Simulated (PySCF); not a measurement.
# The bond of BeO−, level by level

One job finds the state of BeO−, follows it along the bond with each method and fits the curves.

Computed with PySCF 2.14.0. Level: Be aug-cc-pVDZ-DK, O aug-cc-pVDZ-DK, spin-free X2C with a Gaussian nucleus.

2 further runs of the same task are left out: 2 set aside as unsound or not needed.

### Step 1. Set-up

A driver script around PySCF takes these settings:

| Item | Value |
| --- | --- |
| atoms | Be, O |
| charge | -1 |
| basis | Be aug-cc-pVDZ-DK, O aug-cc-pVDZ-DK |
| Hamiltonian | spin-free X2C with a Gaussian nucleus |
| basis functions | 46 |
| electrons treated | 13 |
| masses in u | 9.0122, 15.9949 |
| levels | PBE0, PBE, r²SCAN, BHandHLYP, r²SCANh, B97-3, HSE06, MP2, SCS-MP2, CCSD, CCSD(T) |
| grid | 80 radial by 434 angular points |
| occupations | held fixed by the projection of orbital angular momentum |
| dissociation limit | Be + O−, each in its ground configuration |
| starting distance in angstrom | 1.660 |
| values of 2S to try | 1, 3 |

Command:

```console
> OMP_NUM_THREADS=1 python dia.py task.json out
```

After this run come: The PBE0 curve of the state that the search chose; Other states along the same grid; PBE; r²SCAN; BHandHLYP; r²SCANh; B97-3; HSE06 (range-separated hybrid); Adding correlation.

What does the calculation give? Wanted: for each run, Re; ωe; De; μ.

**Answer**, as computed:

Lowest PBE0 solution found, without spin–orbit coupling: ²Σ⁺ (doublet), unpaired electrons σ ↑. State 2 has its PBE0 minimum 1.98 eV higher. The other levels ran on the lowest alone.

```csv
level,Re (Å),ωe (cm⁻¹),De (eV),μ (D)
UHF-MP2,1.396,1315,5.56,n/a
UHF-SCS-MP2,1.388,1344,5.22,n/a
UHF-CCSD,1.382,1349,4.68,n/a
UHF-CCSD(T),1.392,1305,4.84,n/a
PBE,1.395,1307,5.49,0.46
r²SCAN,1.387,1342,5.48,0.27
r²SCANh,1.381,1362,5.38,0.16
PBE0,1.378,1374,5.24,0.17
B97-3,1.379,1371,5.10,0.24
HSE06,1.378,1371,5.24,0.15
BHandHLYP,1.363,1430,4.84,-0.14
```

De is counted to Be + O− in their ground configurations. A positive dipole points from Be to O; in an ion it is taken about the centre of mass and does not tell which atom is negative.

Differences from CCSD(T) in the same basis:

```csv
level,Re (mÅ),ωe (%)
UHF-MP2,+3,+0.7
UHF-SCS-MP2,-4,+3.0
UHF-CCSD,-10,+3.4
PBE,+3,+0.2
r²SCAN,-6,+2.8
r²SCANh,-11,+4.4
PBE0,-14,+5.3
B97-3,-14,+5.1
HSE06,-14,+5.0
BHandHLYP,-29,+9.6
```

Judged by CCSD(T) in the same basis: best bond length UHF-MP2 and PBE (+3 mÅ), worst BHandHLYP (-29 mÅ); best wavenumber PBE (+0.2 %), worst BHandHLYP (+9.6 %). CCSD(T) in a basis this small is itself some way from its limit, more so than the functionals. Among the levels with a De in the table, it runs from 4.68 eV (UHF-CCSD) to 5.56 eV (UHF-MP2).

Correlated steps freeze 1 core orbital. With some functionals the highest level of the anion is positive, from self-interaction error or because the anion is truly unbound there; the finite basis then holds the extra electron, and no neutral molecule was run to test the binding.
